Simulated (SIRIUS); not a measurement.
# NiMoIrPdW (P3m1) in SIRIUS: a series of runs, part 5 of 5

SIRIUS 7.12.0.

**6. Equation of state, BPBE, collinear spin, zero start, 15.87 Å³/atom (volume scaled by 1.06)**

Contents of sirius.json:

```json
{
  "control": {
    "processing_unit": "cpu",
    "std_evp_solver_name": "lapack",
    "gen_evp_solver_name": "lapack",
    "verbosity": 2,
    "print_forces": false,
    "ortho_rf": true,
    "use_second_variation": true,
    "rmt_max": 3.0,
    "num_bands_to_print": 24,
    "save_wf": true
  },
  "parameters": {
    "electronic_structure_method": "full_potential_lapwlo",
    "xc_functionals": ["XC_GGA_X_B88", "XC_GGA_C_PBE"],
    "core_relativity": "dirac",
    "valence_relativity": "zora",
    "num_fv_states": 85,
    "smearing": "fermi_dirac",
    "smearing_width": 0.0018374661,
    "pw_cutoff": 20,
    "gk_cutoff": 3.93,
    "lmax_apw": 11,
    "lmax_rho": 8,
    "lmax_pot": 8,
    "num_mag_dims": 1,
    "auto_rmt": 0,
    "ngridk": [4, 4, 1],
    "shiftk": [0, 0, 0],
    "num_dft_iter": 80,
    "energy_tol": 1e-07,
    "density_tol": 1e-05,
    "use_symmetry": true
  },
  "settings": {"tol_ne": 1e-10},
  "iterative_solver": {"type": "exact"},
  "mixer": {"type": "anderson", "beta": 0.4, "max_history": 8},
  "unit_cell": {
    "lattice_vectors": [[5.319440501, -0.0, -0.0], [-2.6597202504, 4.6067597902, 0.0], [-0.0, 0.0, 21.850769781]],
    "atom_types": ["Ir", "Mo", "Ni", "Pd", "W"],
    "atom_files": {"Ir": "Ir.json", "Mo": "Mo.json", "Ni": "Ni.json", "Pd": "Pd.json", "W": "W.json"},
    "atoms": {
      "Ir": [[0.0, 0.0, 1.2261330345, 0.0, 0.0, 0.0]],
      "Mo": [[1.4074774186, 0.8125893064, 3.4023919785, 0.0, 0.0, 0.0]],
      "Ni": [[0.0, 0.0, 8.2000826488, 0.0, 0.0, 0.0]],
      "Pd": [[1.4074774186, 0.8125893064, 10.3951891678, 0.0, 0.0, 0.0]],
      "W": [[1.4074774186, 0.8125893064, 6.1192178724, 0.0, 0.0, 0.0]]
    },
    "atom_coordinate_units": "A"
  }
}
```

Contents of Ir.json:

```json
{
  "name": "iridium",
  "symbol": "Ir",
  "number": 77,
  "mass": 192.217,
[... 35 lines left out ...]
    {"l": 2, "basis": [{"enu": 0.29, "dme": 1, "n": 0, "auto": 0}, {"enu": 0.29, "dme": 2, "n": 0, "auto": 0}]},
    {"l": 2, "basis": [{"enu": 0.29, "dme": 0, "n": 0, "auto": 0}, {"enu": 2.847, "dme": 0, "n": 0, "auto": 0}]},
    {"l": 3, "basis": [{"enu": 0.29, "dme": 0, "n": 0, "auto": 0}, {"enu": 0.29, "dme": 1, "n": 0, "auto": 0}]},
    {
      "l": 3,
      "basis": [{"enu": -1.7796, "dme": 0, "n": 4, "auto": 1}, {"enu": -1.7796, "dme": 1, "n": 4, "auto": 1}]
    },
    {
      "l": 3,
      "basis": [{"enu": -1.7796, "dme": 1, "n": 4, "auto": 1}, {"enu": 0.29, "dme": 0, "n": 0, "auto": 0}]
    },
    {"l": 3, "basis": [{"enu": 0.29, "dme": 0, "n": 0, "auto": 0}, {"enu": 4.0927, "dme": 0, "n": 0, "auto": 0}]},
    {"l": 4, "basis": [{"enu": 0.29, "dme": 0, "n": 0, "auto": 0}, {"enu": 0.29, "dme": 1, "n": 0, "auto": 0}]},
    {"l": 4, "basis": [{"enu": 0.29, "dme": 0, "n": 0, "auto": 0}, {"enu": 3.4371, "dme": 0, "n": 0, "auto": 0}]}
  ],
  "free_atom": [... radial grid and density of the free atom, the start of the SCF ...]
}
```

Contents of Mo.json:

```json
{
  "name": "molybdenum",
  "symbol": "Mo",
  "number": 42,
  "mass": 95.96,
  "rmin": 1e-06,
  "rmt": 2.38,
  "nrmt": 800,
  "rinf": 17.03,
  "core": "1s2s2p3s3p3d",
  "valence": [
[... 21 lines left out ...]
    },
    {
      "l": 1,
      "basis": [{"enu": -0.9813, "dme": 1, "n": 4, "auto": 1}, {"enu": 0.29, "dme": 0, "n": 0, "auto": 0}]
    },
    {"l": 1, "basis": [{"enu": 0.29, "dme": 0, "n": 0, "auto": 0}, {"enu": 3.5384, "dme": 0, "n": 0, "auto": 0}]},
    {"l": 2, "basis": [{"enu": 0.29, "dme": 0, "n": 0, "auto": 0}, {"enu": 0.29, "dme": 1, "n": 0, "auto": 0}]},
    {"l": 2, "basis": [{"enu": 0.29, "dme": 1, "n": 0, "auto": 0}, {"enu": 0.29, "dme": 2, "n": 0, "auto": 0}]},
    {"l": 2, "basis": [{"enu": 0.29, "dme": 0, "n": 0, "auto": 0}, {"enu": 3.044, "dme": 0, "n": 0, "auto": 0}]},
    {"l": 3, "basis": [{"enu": 0.29, "dme": 0, "n": 0, "auto": 0}, {"enu": 0.29, "dme": 1, "n": 0, "auto": 0}]},
    {"l": 3, "basis": [{"enu": 0.29, "dme": 0, "n": 0, "auto": 0}, {"enu": 3.3618, "dme": 0, "n": 0, "auto": 0}]}
  ],
  "free_atom": [... radial grid and density of the free atom, the start of the SCF ...]
}
```

Contents of Ni.json:

```json
{
  "name": "nickel",
  "symbol": "Ni",
  "number": 28,
  "mass": 58.6934,
  "rmin": 1e-06,
  "rmt": 2.24,
  "nrmt": 800,
  "rinf": 14.89,
  "core": "1s2s2p",
  "valence": [
[... 24 lines left out ...]
      "basis": [{"enu": -2.1109, "dme": 1, "n": 3, "auto": 1}, {"enu": 0.29, "dme": 0, "n": 0, "auto": 0}]
    },
    {"l": 1, "basis": [{"enu": 0.29, "dme": 0, "n": 0, "auto": 0}, {"enu": 3.9571, "dme": 0, "n": 0, "auto": 0}]},
    {
      "l": 2,
      "basis": [{"enu": 0.2791, "dme": 0, "n": 0, "auto": 0}, {"enu": 0.2791, "dme": 1, "n": 0, "auto": 0}]
    },
    {
      "l": 2,
      "basis": [{"enu": 0.2791, "dme": 1, "n": 0, "auto": 0}, {"enu": 0.2791, "dme": 2, "n": 0, "auto": 0}]
    },
    {
      "l": 2,
      "basis": [{"enu": 0.2791, "dme": 0, "n": 0, "auto": 0}, {"enu": 3.3881, "dme": 0, "n": 0, "auto": 0}]
    },
    {"l": 3, "basis": [{"enu": 0.29, "dme": 0, "n": 0, "auto": 0}, {"enu": 0.29, "dme": 1, "n": 0, "auto": 0}]},
    {"l": 3, "basis": [{"enu": 0.29, "dme": 0, "n": 0, "auto": 0}, {"enu": 3.7578, "dme": 0, "n": 0, "auto": 0}]}
  ],
  "free_atom": [... radial grid and density of the free atom, the start of the SCF ...]
}
```

Contents of Pd.json:

```json
{
  "name": "palladium",
  "symbol": "Pd",
  "number": 46,
  "mass": 106.42,
  "rmin": 1e-06,
  "rmt": 2.38,
  "nrmt": 800,
  "rinf": 14.72,
  "core": "1s2s2p3s3p3d",
  "valence": [
[... 15 lines left out ...]
    },
    {
      "l": 1,
      "basis": [{"enu": -1.4349, "dme": 1, "n": 4, "auto": 1}, {"enu": 0.29, "dme": 0, "n": 0, "auto": 0}]
    },
    {"l": 1, "basis": [{"enu": 0.29, "dme": 0, "n": 0, "auto": 0}, {"enu": 3.5384, "dme": 0, "n": 0, "auto": 0}]},
    {"l": 2, "basis": [{"enu": 0.29, "dme": 0, "n": 0, "auto": 0}, {"enu": 0.29, "dme": 1, "n": 0, "auto": 0}]},
    {"l": 2, "basis": [{"enu": 0.29, "dme": 1, "n": 0, "auto": 0}, {"enu": 0.29, "dme": 2, "n": 0, "auto": 0}]},
    {"l": 2, "basis": [{"enu": 0.29, "dme": 0, "n": 0, "auto": 0}, {"enu": 3.044, "dme": 0, "n": 0, "auto": 0}]},
    {"l": 3, "basis": [{"enu": 0.29, "dme": 0, "n": 0, "auto": 0}, {"enu": 0.29, "dme": 1, "n": 0, "auto": 0}]},
    {"l": 3, "basis": [{"enu": 0.29, "dme": 0, "n": 0, "auto": 0}, {"enu": 3.3618, "dme": 0, "n": 0, "auto": 0}]}
  ],
  "free_atom": [... radial grid and density of the free atom, the start of the SCF ...]
}
```

Contents of W.json:

```json
{
  "name": "tungsten",
  "symbol": "W",
  "number": 74,
  "mass": 183.84,
[... 35 lines left out ...]
    {"l": 2, "basis": [{"enu": 0.29, "dme": 1, "n": 0, "auto": 0}, {"enu": 0.29, "dme": 2, "n": 0, "auto": 0}]},
    {"l": 2, "basis": [{"enu": 0.29, "dme": 0, "n": 0, "auto": 0}, {"enu": 2.847, "dme": 0, "n": 0, "auto": 0}]},
    {"l": 3, "basis": [{"enu": 0.29, "dme": 0, "n": 0, "auto": 0}, {"enu": 0.29, "dme": 1, "n": 0, "auto": 0}]},
    {
      "l": 3,
      "basis": [{"enu": -0.7762, "dme": 0, "n": 4, "auto": 1}, {"enu": -0.7762, "dme": 1, "n": 4, "auto": 1}]
    },
    {
      "l": 3,
      "basis": [{"enu": -0.7762, "dme": 1, "n": 4, "auto": 1}, {"enu": 0.29, "dme": 0, "n": 0, "auto": 0}]
    },
    {"l": 3, "basis": [{"enu": 0.29, "dme": 0, "n": 0, "auto": 0}, {"enu": 4.0927, "dme": 0, "n": 0, "auto": 0}]},
    {"l": 4, "basis": [{"enu": 0.29, "dme": 0, "n": 0, "auto": 0}, {"enu": 0.29, "dme": 1, "n": 0, "auto": 0}]},
    {"l": 4, "basis": [{"enu": 0.29, "dme": 0, "n": 0, "auto": 0}, {"enu": 3.4371, "dme": 0, "n": 0, "auto": 0}]}
  ],
  "free_atom": [... radial grid and density of the free atom, the start of the SCF ...]
}
```

Contents of sirius_start.json:

```json
{
  "control": {
    "processing_unit": "cpu",
    "std_evp_solver_name": "lapack",
    "gen_evp_solver_name": "lapack",
    "verbosity": 1,
    "print_forces": false,
    "ortho_rf": true,
    "use_second_variation": true,
    "rmt_max": 3.0,
    "num_bands_to_print": 24,
    "save_wf": false
  },
  "parameters": {
    "electronic_structure_method": "full_potential_lapwlo",
    "xc_functionals": ["XC_LDA_X", "XC_LDA_C_PW"],
    "core_relativity": "dirac",
    "valence_relativity": "zora",
    "num_fv_states": 85,
    "smearing": "fermi_dirac",
    "smearing_width": 0.0055123983,
    "pw_cutoff": 20,
    "gk_cutoff": 3.14,
    "lmax_apw": 11,
    "lmax_rho": 8,
    "lmax_pot": 8,
    "num_mag_dims": 1,
    "auto_rmt": 0,
    "ngridk": [2, 2, 1],
    "shiftk": [0, 0, 0],
    "num_dft_iter": 30,
    "energy_tol": 0.01,
    "density_tol": 0.05,
    "use_symmetry": true
  },
  "settings": {"tol_ne": 1e-10},
  "iterative_solver": {"type": "exact"},
  "mixer": {"type": "anderson", "beta": 0.4, "max_history": 8},
  "unit_cell": {
    "lattice_vectors": [[5.319440501, -0.0, -0.0], [-2.6597202504, 4.6067597902, 0.0], [-0.0, 0.0, 21.850769781]],
    "atom_types": ["Ir", "Mo", "Ni", "Pd", "W"],
    "atom_files": {"Ir": "Ir.json", "Mo": "Mo.json", "Ni": "Ni.json", "Pd": "Pd.json", "W": "W.json"},
    "atoms": {
      "Ir": [[0.0, 0.0, 1.2261330345, 0.0, 0.0, 0.0]],
      "Mo": [[1.4074774186, 0.8125893064, 3.4023919785, 0.0, 0.0, 0.0]],
      "Ni": [[0.0, 0.0, 8.2000826488, 0.0, 0.0, 0.0]],
      "Pd": [[1.4074774186, 0.8125893064, 10.3951891678, 0.0, 0.0, 0.0]],
      "W": [[1.4074774186, 0.8125893064, 6.1192178724, 0.0, 0.0, 0.0]]
    },
    "atom_coordinate_units": "A"
  }
}
```

Potentials or basis: all-electron FP-LAPW (ZORA valence), apw+lo standard.

On the command line:

```sh
OMP_NUM_THREADS=2 sirius.scf --input=sirius_start.json --output=start.json
OMP_NUM_THREADS=2 sirius.scf --input=sirius.json --output=output.json --task=1
```

Wall time 14 min (2 threads of Intel Xeon 6975P-C (Granite Rapids), shared host); peak memory 1.3 GiB.

The run converged, but some of its settings lie outside the range that counts as converged, so its numbers aren't taken as properties of the crystal.

What came out:

```
Free energy                                       : -1214882.6565 eV
Band gap on the k mesh                            : none (metal or under the smearing width)
Net moment                                        : 0.00 μB per cell
All electrons inside the program's atomic spheres : Ni 26.83; Mo 39.86; Pd 44.48; Ir 75.28; W 71.83 (radii Ir 2.47, Mo 2.38, Ni 2.24, Pd 2.38, W 2.47 bohr)
```

Caveat: the k mesh is coarse (spacing up to 0.64 Å⁻¹), so the values aren't converged.

**7. Equation of state, BPBE, collinear spin, zero start**

Potentials or basis: all-electron FP-LAPW (ZORA valence), apw+lo standard.

This step only gathers the single runs of the series.

These settings aren't checked as converged: the numbers below hold their error.

What came out:

- Equilibrium volume: 15.12 Å³/atom
- Bulk modulus at fixed shape and positions: 230 GPa
- Pressure derivative of the bulk modulus: 4.7 (rough: it moves with the points fitted)

Caveat: the k mesh is coarse (spacing up to 0.66 Å⁻¹), so the values aren't converged; the basis cutoff falls short for Ag, Pd and Pb here, so volumes come out up to a per cent or two small and moduli rough; the cell was scaled at fixed shape and fractional positions, which overstates the stiffness of a crystal with free parameters, most of all of layers and chains.
